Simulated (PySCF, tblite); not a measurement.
# C₄H₁₀N₂P+: dynamics, then NMR shifts on frames, part 1 of 2

How do NMR shifts of C₄H₁₀N₂P+ (`CN1C=CN(C)[PH2+]1`) change as the atoms move?

Computed with tblite 0.8.0 and PySCF 2.14.0, with density-fitted response routines of our own, on a single molecule in the gas phase. Atoms are numbered from 0 throughout.

**1. Starting geometry**

17 atoms, charge 1, multiplicity 1; geometry from: GFN2-xTB.

Bonds of the start (Å): C0–N1 1.45, N1–C2 1.42, C2–C3 1.33, C3–N4 1.42, N4–C5 1.45, N4–P6 1.63, P6–N1 1.63, C0–H7 1.09, C0–H8 1.09, C0–H9 1.09, C2–H10 1.07, C3–H11 1.07, C5–H12 1.09, C5–H13 1.09, C5–H14 1.09, P6–H15 1.40, P6–H16 1.40.

**2. Dynamics with GFN2-xTB**

Job settings and geometry (Å):

```
{"job": {"kind": "md", "xc": "GFN2-xTB", "basis": "xTB", "temperature": 400, "steps": 2000, "every": 50, "frames": 5}, "charge": 1, "multiplicity": 1}
C     -2.634927    -0.190771     0.017790
N     -1.203898     0.065536    -0.013605
C     -0.639609     1.222781    -0.608793
C      0.686977     1.215566    -0.569692
N      1.204570     0.013506    -0.022972
C      2.625984    -0.217496     0.177435
P     -0.019190    -0.955020     0.463006
H     -2.837911    -1.025976     0.688015
H     -3.157538     0.690524     0.390537
H     -3.016746    -0.433609    -0.975835
H     -1.294308     1.978852    -0.993183
H      1.370417     1.965414    -0.914120
H      3.169407     0.019498    -0.737512
H      2.791739    -1.267343     0.418543
H      3.016385     0.398041     0.990053
H     -0.114215    -1.251545     1.832367
H      0.045865    -2.215928    -0.151943
```

Level: GFN2-xTB Langevin dynamics, gas phase.

Started as:

```sh
OMP_NUM_THREADS=1 python probes_run.py task.json out
```

One launch serves the whole session: the jobs run in the order shown.

Log:

```text
t/fs     T/K      E/eV
    0.0   345.3   -588.14021
   25.0   268.4   -587.66047
   50.0   380.4   -587.44329
   75.0   400.5   -587.44245
  100.0   308.3   -587.43570
  125.0   302.9   -587.30179
  150.0   277.6   -587.34395
  175.0   324.1   -587.32346
  200.0   418.5   -587.57841
  225.0   427.4   -587.28664
  250.0   404.6   -587.32047
  275.0   479.0   -587.46603
  300.0   374.6   -587.20470
  325.0   363.1   -587.11312
  350.0   357.8   -587.12471
  375.0   471.1   -587.29619
  400.0   446.0   -587.40413
  425.0   435.5   -587.50945
  450.0   290.2   -587.39029
  475.0   296.7   -587.27114
  500.0   394.2   -587.21671
  525.0   441.1   -587.30961
  550.0   343.5   -587.12830
  575.0   411.4   -587.24380
  600.0   451.2   -587.53920
  625.0   358.5   -587.46268
  650.0   411.3   -587.64306
  675.0   357.2   -587.60005
  700.0   249.4   -587.46358
  725.0   301.7   -587.56206
  750.0   364.6   -587.55396
  775.0   264.1   -587.45901
  800.0   298.4   -587.54974
  825.0   300.7   -587.44483
  850.0   423.1   -587.39159
  875.0   442.9   -587.42300
  900.0   465.0   -587.39814
  925.0   393.5   -587.25551
  950.0   442.2   -587.45420
  975.0   472.3   -587.37009
 1000.0   537.9   -587.37899
```

It took 19 s on 1 thread of Arm Neoverse N1, shared host; peak memory 0.18 GiB.

Distance from the start (root mean square after alignment): 0 fs 0.00 Å, 200 fs 0.48 Å, 400 fs 0.80 Å, 600 fs 0.68 Å, 800 fs 0.27 Å, 1000 fs 0.21 Å.

Positions (Å) and forces (eV/Å) at 1000 fs:

```xyz
17

C    -3.813    0.171    0.665   -0.109   -1.701   -0.310
N    -2.421    0.562    0.701    2.184   -0.754    0.457
C    -1.819    1.843    0.650    1.502   -0.236   -0.041
C    -0.469    1.908    0.709   -1.621   -1.453   -0.453
N     0.134    0.605    0.735   -0.265   -0.322    0.309
C     1.619    0.335    0.722   -1.777   -0.961    0.575
P    -1.115   -0.465    0.876    0.306    0.682   -3.416
H    -3.899   -0.939    0.917    0.293    1.201   -0.315
H    -4.419    0.668    1.390   -0.198    0.623    0.509
H    -4.277    0.293   -0.324    0.311    0.134    0.145
H    -2.468    2.641    0.641   -1.022    1.570   -0.153
H     0.172    2.692    0.459    0.462    1.107    0.126
H     1.978    0.518   -0.258    0.408    0.524   -0.924
H     1.776   -0.777    0.864   -0.116    1.309    0.433
H     2.087    0.999    1.453    0.055   -0.526   -0.067
H    -1.167   -1.143    1.964   -0.145   -1.618    2.704
H    -0.945   -1.481   -0.140   -0.265    0.420    0.418
```

**3. Nuclear shieldings: 250 fs, PBE0/pcSseg-1**

Job settings and geometry (Å):

```
{"job": {"kind": "nmr", "xc": "PBE0", "basis": "pcSseg-1", "pop": false}, "charge": 1, "multiplicity": 1}
C     -2.841400    -0.895100    -0.296000
N     -1.528700    -0.339900    -0.243900
C     -1.222900     1.038900    -0.619500
C      0.120000     1.213400    -0.451100
N      0.704800     0.377600     0.431100
C      2.143000     0.323600     0.745900
P     -0.327700    -0.919800     0.749000
H     -3.480300    -0.188400     0.359300
H     -3.321000    -0.925900    -1.290900
H     -2.737700    -1.864100     0.124400
H     -1.832000     1.476100    -1.358200
H      0.649600     2.050000    -0.837600
H      2.710000    -0.121100    -0.105600
H      2.224200    -0.055600     1.746600
H      2.482100     1.426600     0.774300
H     -0.471600    -1.235900     2.165200
H      0.116300    -2.128100     0.329400
```

Level: GIAO PBE0/pcSseg-1 NMR shielding, non-relativistic, gas phase.

Log:

```text
coarse grid: 14296 points
cycle   1  E = -608.4003670179  dE =  1.445e+00  |g| = 4.002e-01  |ddm| = 3.745e+00
cycle   2  E = -608.3842560240  dE =  1.611e-02  |g| = 4.765e-01  |ddm| = 1.084e+00
cycle   3  E = -608.4432713662  dE = -5.902e-02  |g| = 8.943e-02  |ddm| = 6.465e-01
cycle   4  E = -608.4445526048  dE = -1.281e-03  |g| = 5.204e-02  |ddm| = 1.177e-01
cycle   5  E = -608.4451636451  dE = -6.110e-04  |g| = 1.286e-02  |ddm| = 5.211e-02
cycle   6  E = -608.4451990347  dE = -3.539e-05  |g| = 5.253e-03  |ddm| = 1.609e-02
cycle   7  E = -608.4452047861  dE = -5.751e-06  |g| = 8.419e-04  |ddm| = 4.284e-03
final grid: 132464 points
cycle   8  E = -608.4840218309  dE = -3.013e-05  |g| = 7.649e-03  |ddm| = 2.402e-02
cycle   9  E = -608.4840143294  dE =  7.501e-06  |g| = 9.499e-03  |ddm| = 1.705e-02
cycle  10  E = -608.4840367847  dE = -2.246e-05  |g| = 1.351e-03  |ddm| = 9.918e-03
cycle  11  E = -608.4840371714  dE = -3.867e-07  |g| = 3.120e-04  |ddm| = 1.232e-03
cycle  12  E = -608.4840371881  dE = -1.675e-08  |g| = 1.773e-04  |ddm| = 4.238e-04
cycle  13  E = -608.4840371952  dE = -7.071e-09  |g| = 4.296e-05  |ddm| = 1.724e-04
cycle  14  E = -608.4840371957  dE = -5.406e-10  |g| = 1.284e-05  |ddm| = 6.741e-05
converged SCF energy = -608.4840371957

GIAO shielding tensors (ppm)
atom      isotropic    diamagn.    paramagn.     s11        s22        s33       span
  0 C      153.184     242.628     -89.444    126.049    149.854    183.649     57.600
  1 N      192.062     337.392    -145.330    133.645    145.904    296.636    162.991
  2 C       57.560     256.259    -198.699    -36.270     87.313    121.638    157.908
  3 C       48.493     253.443    -204.950    -59.821     77.497    127.805    187.626
  4 N      200.659     335.896    -135.238    154.986    158.618    288.372    133.386
  5 C      146.965     244.864     -97.899    120.491    134.280    186.125     65.634
  6 P      320.243     970.690    -650.447    234.997    292.958    432.775    197.778
  7 H       26.599      24.915       1.684     21.448     24.841     33.509     12.061
  8 H       27.597      26.289       1.309     23.239     25.300     34.253     11.014
  9 H       29.048      27.976       1.071     23.058     27.904     36.181     13.123
 10 H       25.256      32.430      -7.174     22.696     25.756     27.317      4.620
 11 H       25.100      31.659      -6.559     22.786     25.388     27.125      4.339
 12 H       27.209      27.469      -0.260     22.473     24.998     34.156     11.684
 13 H       28.375      28.396      -0.022     23.842     26.231     35.052     11.211
 14 H       26.450      26.344       0.106     21.884     24.948     32.517     10.633
 15 H       22.577      27.855      -5.278     18.703     19.895     29.133     10.430
 16 H       24.113      31.305      -7.193     20.187     21.799     30.352     10.164
```

It took 36 s on 1 thread of Arm Neoverse N1, shared host; peak memory 0.8 GiB.

The references, computed at this level on geometries of the same kind, shield at (ppm): ¹H TMS 31.72, ¹³C TMS 186.9, ¹⁵N NH3 267.7, ³¹P H3PO4 318.4. Their shielding less the atom's gives the shift. The references are single molecules in the gas phase, so shifts against H2O, NH3, PH3, H3PO4 or CFCl3 are not on the usual liquid scales and can be off by tens of ppm. Each atom is listed at this fixed geometry, with no averaging over motion; a spectrum would average atoms that exchange fast.

```csv
atoms,environment,σ (ppm),δ (ppm)
C3,alkene carbon bearing nitrogen,48.5,138.4
C2,alkene carbon bearing nitrogen,57.6,129.4
C5,methyl carbon bonded to N,147.0,40.0
C0,methyl carbon bonded to N,153.2,33.7
H15,"hydrogen on a phosphorus bonded to 2 N, in a 5-membered ring",22.58,9.14
H16,"hydrogen on a phosphorus bonded to 2 N, in a 5-membered ring",24.11,7.60
H11,hydrogen on an alkene carbon bearing nitrogen,25.10,6.62
H10,hydrogen on an alkene carbon bearing nitrogen,25.26,6.46
H14,hydrogen on a methyl carbon bonded to N,26.45,5.27
H7,hydrogen on a methyl carbon bonded to N,26.60,5.12
H12,hydrogen on a methyl carbon bonded to N,27.21,4.51
H8,hydrogen on a methyl carbon bonded to N,27.60,4.12
H13,hydrogen on a methyl carbon bonded to N,28.37,3.34
H9,hydrogen on a methyl carbon bonded to N,29.05,2.67
N1,enamine nitrogen,192.1,75.7
N4,enamine nitrogen,200.7,67.1
P6,"phosphorus bonded to 2 N, 2 H, in a 5-membered ring",320.2,-1.9
```

Ring of atoms N1, C2, C3, N4, P6: NICS(0) -8.3, NICS(1) -4.1, NICS(1)zz -7.4 ppm (means of both faces).

**4. NMR shieldings: 425 fs, PBE0/pcSseg-1**

Job settings and geometry (Å):

```
{"job": {"kind": "nmr", "xc": "PBE0", "basis": "pcSseg-1", "pop": false}, "charge": 1, "multiplicity": 1}
C     -2.982600    -0.526600    -0.259500
N     -1.577200    -0.157300    -0.260300
C     -1.215800     1.138400    -0.660300
C     -0.042500     1.470600    -0.079500
N      0.471300     0.445600     0.686100
C      1.699800     0.668900     1.435300
P     -0.462500    -0.829100     0.817900
H     -3.609900     0.260300    -0.052700
H     -3.243300    -0.944800    -1.238000
H     -3.261400    -1.229600     0.532300
H     -1.820100     1.602900    -1.352100
H      0.586900     2.388000    -0.098800
H      2.611200     0.296800     0.968000
H      1.671500     0.170800     2.446200
H      1.849800     1.776700     1.608600
H     -0.881400    -1.145000     2.125400
H      0.168200    -1.990200     0.437000
```

With the program's defaults for keys left out, this is: GIAO PBE0/pcSseg-1 NMR shielding, non-relativistic, gas phase.

Log:

```text
coarse grid: 14296 points
cycle   1  E = -608.4100360080  dE =  1.604e+00  |g| = 4.026e-01  |ddm| = 3.754e+00
cycle   2  E = -608.4051376239  dE =  4.898e-03  |g| = 4.366e-01  |ddm| = 9.682e-01
cycle   3  E = -608.4528708592  dE = -4.773e-02  |g| = 7.593e-02  |ddm| = 5.417e-01
cycle   4  E = -608.4537328713  dE = -8.620e-04  |g| = 4.615e-02  |ddm| = 9.675e-02
cycle   5  E = -608.4541991000  dE = -4.662e-04  |g| = 1.090e-02  |ddm| = 4.491e-02
cycle   6  E = -608.4542239244  dE = -2.482e-05  |g| = 4.455e-03  |ddm| = 1.309e-02
cycle   7  E = -608.4542281334  dE = -4.209e-06  |g| = 6.457e-04  |ddm| = 3.635e-03
final grid: 132464 points
cycle   8  E = -608.4931901955  dE = -2.769e-05  |g| = 7.953e-03  |ddm| = 2.647e-02
cycle   9  E = -608.4931834936  dE =  6.702e-06  |g| = 9.584e-03  |ddm| = 1.569e-02
cycle  10  E = -608.4932058036  dE = -2.231e-05  |g| = 1.343e-03  |ddm| = 9.324e-03
cycle  11  E = -608.4932061768  dE = -3.732e-07  |g| = 2.911e-04  |ddm| = 1.154e-03
cycle  12  E = -608.4932061922  dE = -1.536e-08  |g| = 1.409e-04  |ddm| = 3.468e-04
cycle  13  E = -608.4932061965  dE = -4.321e-09  |g| = 3.153e-05  |ddm| = 1.274e-04
cycle  14  E = -608.4932061967  dE = -2.360e-10  |g| = 7.079e-06  |ddm| = 3.531e-05
converged SCF energy = -608.4932061967

GIAO shielding tensors (ppm)
atom      isotropic    diamagn.    paramagn.     s11        s22        s33       span
  0 C      154.733     238.862     -84.130    131.672    133.305    199.221     67.549
  1 N      209.618     333.831    -124.213    138.242    173.054    317.558    179.315
  2 C       61.481     252.458    -190.976    -32.024     92.429    124.040    156.064
  3 C       53.701     252.624    -198.923    -34.162     89.849    105.416    139.578
  4 N      223.113     335.980    -112.867    170.452    179.339    319.548    149.095
  5 C      147.841     241.621     -93.780    123.972    130.451    189.100     65.128
  6 P      324.550     971.368    -646.818    245.236    294.682    433.732    188.496
  7 H       29.913      28.085       1.828     25.421     27.610     36.709     11.287
  8 H       27.997      25.765       2.232     22.980     25.164     35.846     12.867
  9 H       28.842      26.456       2.387     23.925     26.734     35.867     11.942
 10 H       25.757      32.587      -6.829     23.527     26.005     27.740      4.212
 11 H       24.643      29.981      -5.338     21.315     26.074     26.541      5.226
 12 H       28.048      28.028       0.020     23.767     25.008     35.371     11.604
 13 H       27.753      26.645       1.109     22.908     25.517     34.834     11.926
 14 H       27.199      26.330       0.869     22.511     25.490     33.598     11.087
 15 H       23.042      29.127      -6.085     19.579     20.017     29.528      9.949
 16 H       23.656      30.549      -6.894     19.321     20.603     31.042     11.721
```

Run time: 35 s. Hardware: 1 thread of Arm Neoverse N1, shared host; peak memory 0.82 GiB.

In short: δ C3 133.2, C2 125.4, C5 39.1, C0 32.2, H15 8.68, H16 8.06 ppm.

(Continued in part 2 of 2.)
